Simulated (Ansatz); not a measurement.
# GeN+ (triplet): the correlation ladder at distance Ge1–N2 = 2.111 Å, cc-pVDZ

Aim: climb from Hartree-Fock through coupled cluster and multireference methods for GeN+ (triplet) at one geometry and basis, and see what each rung misses.

The runs use Ansatz 0.2.0, Gaussian basis; cc-pVDZ, core rule «outside noble gas», up to 15 orbitals frozen.

Plan: UHF; CCSD(T) on ROHF; CCSD(T) on UHF; BCCD(T) on ROHF; CISD as a restricted active space (open shells left free, so some higher excitations enter); CCSDT(Q) on ROHF; CCSDT(Q) on UHF; CCSDTQ on ROHF; CCSDTQ on UHF; CASSCF and MRCISD+Q, 4 electrons in 4 orbitals; CASSCF and NEVPT2, 4 electrons in 4 orbitals; CASSCF and MRCISD+Q, 8 electrons in 8 orbitals; CASSCF and NEVPT2, 8 electrons in 8 orbitals; Full CI.

3 further runs of the same task are left out: 2 for a known fault of the program, 1 that didn't finish. Runs told in other sessions of the task aren't counted.

### Step 1. What is computed

The geometry derives from a PBE0/def2-TZVP stationary point (not a proven minimum). One bond is set to the value named and the two fragments are kept rigid. No spin-orbit coupling is included. The filled d shell of Ge may be among the frozen orbitals whatever the setting's name suggests.

2 atoms, charge 1, spin multiplicity 3.

Atoms are counted from 1 here; the program's logs count them from 0.

Bond lengths: Ge1–N2 2.111 Å.

As a file:

```xyz
2
GeN
Ge    0.0000    0.0000    0.0000
N     0.0000    0.0000    2.1110
```

### Step 2. UHF

Input file in.yaml:

```yaml
crystal:
  periodic: [false, false, false]
  atoms:
    - {symbol: Ge, position_ang: [0.000000, 0.000000, 0.000000]}
    - {symbol: N, position_ang: [0.000000, 0.000000, 2.111000]}
basis:
  gaussian: {orbitals: cc-pVDZ}
total_charge: 1
magnetization: {spin_polarized: true, initial_magnetization: 2}
hamiltonian: {xc: hf}
output: {orbitals: {seedname: orbitals}}
```

On the command line:

```
$ ansatz run in.yaml --threads 1 --pin off --events-out ev --progress --plain --max-ram 4096MiB --backend cpu
```

After this run come: CCSD(T) on ROHF; CCSD(T) on UHF; BCCD(T) on ROHF; CISD as a restricted active space (open shells left free, so some higher excitations enter); CCSDT(Q) on ROHF; CCSDT(Q) on UHF; CCSDTQ on ROHF; CCSDTQ on UHF; CASSCF and MRCISD+Q, 4 electrons in 4 orbitals; CASSCF and NEVPT2, 4 electrons in 4 orbitals; CASSCF and MRCISD+Q, 8 electrons in 8 orbitals; CASSCF and NEVPT2, 8 electrons in 8 orbitals; Full CI.

Q: Predict the results of all the runs planned. Wanted: FCI from the RHF energy; RMP2 from FCI; UMP2 from FCI; RCCSD from FCI; RCCSD(T) from FCI; UCCSD(T) from FCI; RCCSDT(Q) from FCI; UCCSDT(Q) from FCI; NEVPT2 pair from FCI.

As calculated:

| quantity | value |
| --- | --- |
| FCI from the ROHF energy | -5.3625 eV |
| RMP2 from FCI | +1168.2 meV |
| UMP2 from FCI | +1272.7 meV |
| RCCSD from FCI | +225.3 meV |
| RCCSD(T) from FCI | +60.4 meV |
| UCCSD(T) from FCI | +62.1 meV |
| RCCSDT(Q) from FCI | -0.2 meV |
| UCCSDT(Q) from FCI | -5.1 meV |
| NEVPT2 pair from FCI | +1000.9 meV |
| MRCISD+Q pair from FCI | +4.3 meV |
| NEVPT2 valence from FCI | +634.3 meV |
| levels within 1 kcal/mol (43 meV) | RCCSDT, UCCSDT, RCCSDT(Q), UCCSDT(Q), RCCSDTQ, UCCSDTQ, MRCISD+Q pair, MRCISD+Q valence |
| T1 diagnostic | 0.040 |
| effectively unpaired electrons | 2.13 |

In words: RCCSD(T) lands +60.4 meV from the yardstick (1.1 % of the correlation energy). UCCSDT(Q), MRCISD+Q valence fall below full CI: unrestricted runs freeze a spin-polarised core, another one than full CI's, and coupled cluster isn't variational. One determinant dominates. Of the multireference levels listed MRCISD+Q pair comes nearest in total energy (+4.3 meV), which doesn't show that its space is the better one. Coupled cluster took another determinant than the lowest Hartree-Fock one. These misses are within one basis, not against nature; the frozen cores of restricted and unrestricted runs differ, which can shift their rows.

Levels on UHF freeze UHF's core orbitals, full CI those of ROHF, so the U rows can settle a little off it for that reason alone.

With open shells the CI space here admits some higher excitations, so it is larger than plain CISD.
